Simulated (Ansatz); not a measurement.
# (H2Ga-mu-NH2)3 (Ga3N3H12): trial inputs and their diagnosis

1 input was typed for (H2Ga-mu-NH2)3 (Ga3N3H12). Each is run as it stands; the log then has to tell whether the result can be used.

Computed with Ansatz 0.2.0, Gaussian basis. Level: the settings change from run to run.

3 further runs of the same task are left out: 3 set aside as unsound or not needed.

## 1. The molecule

An earlier PBE0-D4/def2-SVP relaxation fixed the geometry.

18 atoms, charge 0, spin multiplicity 1.

Atoms are counted from 1 here; the program's logs count them from 0.

Bond lengths: Ga1–N4 2.009 Å, Ga1–N6 2.010 Å, Ga1–H7 1.574 Å, Ga1–H8 1.574 Å, Ga2–N4 2.005 Å, Ga2–N5 2.011 Å, Ga2–H9 1.576 Å, Ga2–H10 1.576 Å, Ga3–N5 2.010 Å, Ga3–N6 2.005 Å, Ga3–H11 1.576 Å, Ga3–H12 1.576 Å, N4–H13 1.022 Å, N4–H14 1.022 Å, N5–H15 1.022 Å, N5–H16 1.022 Å, N6–H17 1.022 Å, N6–H18 1.022 Å. Angles: N4–Ga1–N6 98.2°, N4–Ga1–H7 109.4°, N4–Ga1–H8 106.5°, N6–Ga1–H7 106.4°, N6–Ga1–H8 109.4°, H7–Ga1–H8 124.0°, N4–Ga2–N5 99.5°, N4–Ga2–H9 107.8°, N4–Ga2–H10 108.7°, N5–Ga2–H9 105.9°, N5–Ga2–H10 108.5°, H9–Ga2–H10 123.8°, N5–Ga3–N6 99.3°, N5–Ga3–H11 108.6°, N5–Ga3–H12 105.9°, N6–Ga3–H11 108.8°, N6–Ga3–H12 107.9°, H11–Ga3–H12 123.6° and more.

Geometry (Å):

```xyz
18

Ga    1.93694   -0.54686   -0.51290
Ga   -0.37804    1.87494   -0.02192
Ga   -1.19721   -1.42079    0.42627
N     0.68600    0.79412   -1.33316
N    -1.76002    0.50737    0.49013
N     0.72738   -1.21249    0.94763
H     2.13663   -1.75156   -1.50676
H     3.11893    0.27591    0.12276
H     0.51328    2.08942    1.26023
H    -1.09633    3.04542   -0.79557
H    -1.95116   -2.20306    1.56814
H    -1.24419   -1.83526   -1.09401
H     1.23689    1.44006   -1.90155
H     0.06399    0.32573   -1.99546
H    -2.58054    0.61811   -0.10817
H    -2.09425    0.73020    1.42935
H     0.80973   -0.60815    1.76785
H     1.07196   -2.12311    1.25714
```

## 2. Attempt 1

The input, in.yaml:

```yaml
crystal:
  periodic: [false, false, false]
  atoms:
    - {symbol: Ga, position_ang: [1.936941, -0.546863, -0.512899]}
    - {symbol: Ga, position_ang: [-0.378041, 1.874943, -0.021916]}
    - {symbol: Ga, position_ang: [-1.197208, -1.420791, 0.426271]}
    - {symbol: N, position_ang: [0.685995, 0.794117, -1.333159]}
    - {symbol: N, position_ang: [-1.760017, 0.507373, 0.490126]}
    - {symbol: N, position_ang: [0.727384, -1.212490, 0.947625]}
    - {symbol: H, position_ang: [2.136631, -1.751561, -1.506758]}
    - {symbol: H, position_ang: [3.118926, 0.275906, 0.122765]}
    - {symbol: H, position_ang: [0.513281, 2.089420, 1.260234]}
    - {symbol: H, position_ang: [-1.096327, 3.045415, -0.795573]}
    - {symbol: H, position_ang: [-1.951160, -2.203062, 1.568139]}
    - {symbol: H, position_ang: [-1.244191, -1.835259, -1.094015]}
    - {symbol: H, position_ang: [1.236885, 1.440062, -1.901547]}
    - {symbol: H, position_ang: [0.063988, 0.325730, -1.995457]}
    - {symbol: H, position_ang: [-2.580545, 0.618108, -0.108169]}
    - {symbol: H, position_ang: [-2.094252, 0.730201, 1.429345]}
    - {symbol: H, position_ang: [0.809735, -0.608145, 1.767847]}
    - {symbol: H, position_ang: [1.071958, -2.123113, 1.257142]}
basis:
  gaussian: {orbitals: def2-TZVP}
total_charge: -1
magnetization: {spin_polarized: true, initial_magnetization: 1}
hamiltonian: {xc: {name: HF}}
correlation: {active_space: {window: {electrons: 3, orbitals: 2}}}
scf: {omitted_lower_state_checks: [starts]}
```

Command:

```sh
$ ansatz run in.yaml --threads 4 --pin off --events-out ev --progress --plain --max-ram 4787MiB
```

Q: Predict the results of all the runs planned.

The runs gave:

| attempt | level | ended | cause | time |
| --- | --- | --- | --- | --- |
| 1 | HF/def2-TZVP | refused | the active-space request is inconsistent | 0.05 s |

**Reading.** 1 refused. A refusal costs next to no computing time.
